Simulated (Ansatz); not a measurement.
**SiF3 (trifluorosilyl): U-wB97M-V/STO-3G**

What is the electronic atomisation energy of SiF3 (trifluorosilyl) at U-wB97M-V/STO-3G? 

Program for the calculation: Ansatz 0.2.0.

45 further runs of the same task are left out: 7 that didn't finish, 38 set aside as unsound or not needed.

## 1. Starting point

SiF3 has 4 atoms, charge 0, and is taken as a doublet. SMILES: `F[Si](F)F`. The coordinates come from a GFN2-xTB relaxation.

Bond lengths: F1–Si2 1.590 Å, Si2–F3 1.590 Å, Si2–F4 1.590 Å. Angles: F1–Si2–F3 104.5°, F1–Si2–F4 104.3°, F3–Si2–F4 104.5°.

## 2. The energy at U-wB97M-V/STO-3G

File job.yaml:

```yaml
crystal:
  periodic: [false, false, false]
  atoms:
    - symbol: F
      position_ang: [0.787890, -0.508980, 1.119030]
    - symbol: Si
      position_ang: [-0.325240, 0.244050, 0.268860]
    - symbol: F
      position_ang: [-0.962750, -0.889100, -0.646850]
    - symbol: F
      position_ang: [0.500100, 1.154030, -0.741040]
basis:
  gaussian: {orbitals: STO-3G}
magnetization: {spin_polarized: true, initial_magnetization: 1}
hamiltonian: {xc: {name: wB97M-V}}
accuracy: high
```

On the command line:

```
$ ansatz run job.yaml --threads 1 --pin off --max-ram 2610MiB --events-out events.jsonl --progress --plain --runs-dir runs
```

Log:

```text
Warning: RAYON_NUM_THREADS=1 ignored (pool sized by the plan → 1); use --threads N
Functional definition: wB97M-V
  name "wB97M-V"
  parameter omega = 0.3/bohr
  parameter cx = 0.15
  parameter cx01 = 1.007
  parameter cx10 = 0.259
  parameter css00 = 0.443
  parameter css04 = -1.437
  parameter css10 = -4.535
  parameter css20 = -3.390
  parameter css43 = 4.278
  parameter cos00 = 1.000
  parameter cos10 = 1.358
  parameter cos20 = 2.924
  parameter cos21 = -8.812
  parameter cos60 = -1.390
  parameter cos61 = 9.142
  parameter b = 6.0
  parameter c = 0.01
  gx(w, u) = 1 - cx + cx01*u + cx10*w
  gss(w, u) = css00 + css04*u^4 + css10*w + css20*w^2 + css43*w^4*u^3
  gos(w, u) = cos00 + cos10*w + (cos20 + cos21*u)*w^2 + (cos60 + cos61*u)*w^6
  exchange = spin_sum(e_x_unif_sr(omega)*gx(b97_w, b97_u_x)) + cx*exact_x_sr(omega) + exact_x_lr(omega)
  correlation = spin_sum(e_c_pw_mod_same_spin*gss(b97_w, b97_u_same))
      + integral(e_c_pw_mod_opposite_spin*gos(b97_w_opposite, b97_u_opposite)) + vv10(b, c)
460 factors; integrals over basis functions are off by at most 3.5e-8 eV
149 factors; integrals over basis functions are off by at most 6.2e-10 eV
mean field evaluation 1: about -15816.2332 eV, gradient 1.9e1 eV
mean field evaluation 2: about -15818.8289 eV, gradient 1.0e1 eV
mean field evaluation 4: about -15819.4800 eV, gradient 1.3e-1 eV
mean field evaluation 8: about -15819.4842 eV, gradient 7.3e-3 eV
mean field evaluation 16: about -15819.4842 eV, gradient 1.8e-6 eV
mean field -15819.48419407 eV, -581.3553213007 hartree, gradient 4.6e-8 eV, S^2 0.753157; 0 other end points of the search recorded, 0 dependent functions left out
reference -15819.48419567 eV, -581.3553213593 hartree; 21, 20 occupied and 3, 4 virtual orbitals, 460 factors
Total energy: -15819.48419567 eV, -581.3553213593 hartree
```

Run time: 9 s. Hardware: 1 thread of AMD EPYC 9R45 (Zen 5), shared host; peak memory 0.56 GiB.

## 3. The F atom at the same level

File input.yaml:

```yaml
crystal:
  periodic: [false, false, false]
  atoms:
    - {symbol: F, position_ang: [0.000000, 0.000000, 0.000000]}
basis:
  gaussian: {orbitals: STO-3G}
magnetization: {spin_polarized: true, initial_magnetization: 1}
hamiltonian: {xc: {name: wB97M-V}}
accuracy: high
```

Run the same way, it converges to -98.28239 Eh (log not shown).

## 4. The Si atom at the same level

File job.yaml:

```yaml
crystal:
  periodic: [false, false, false]
  atoms:
    - symbol: Si
      position_ang: [0.000000, 0.000000, 0.000000]
basis:
  gaussian:
    orbitals: STO-3G
magnetization:
  spin_polarized: true
  initial_magnetization: 2
hamiltonian:
  xc: {name: wB97M-V}
accuracy: high
```

Run the same way, it converges to -285.96702 Eh (log not shown).

## 5. Results

Level: U-wB97M-V/STO-3G.

```
                     quantity          value
       molecule: total energy  -581.35532 Eh
               molecule: ⟨S²⟩          0.753
         F atom: total energy   -98.28239 Eh
                 F atom: ⟨S²⟩          0.750
        Si atom: total energy  -285.96702 Eh
                Si atom: ⟨S²⟩          2.000
electronic atomisation energy      14.725 eV
```

In words: Taking the molecule apart into free atoms costs 14.72 eV (340 kcal/mol), before zero-point energy and without spin-orbit coupling. In a minimal basis such a difference can be off by several eV, whatever the method.
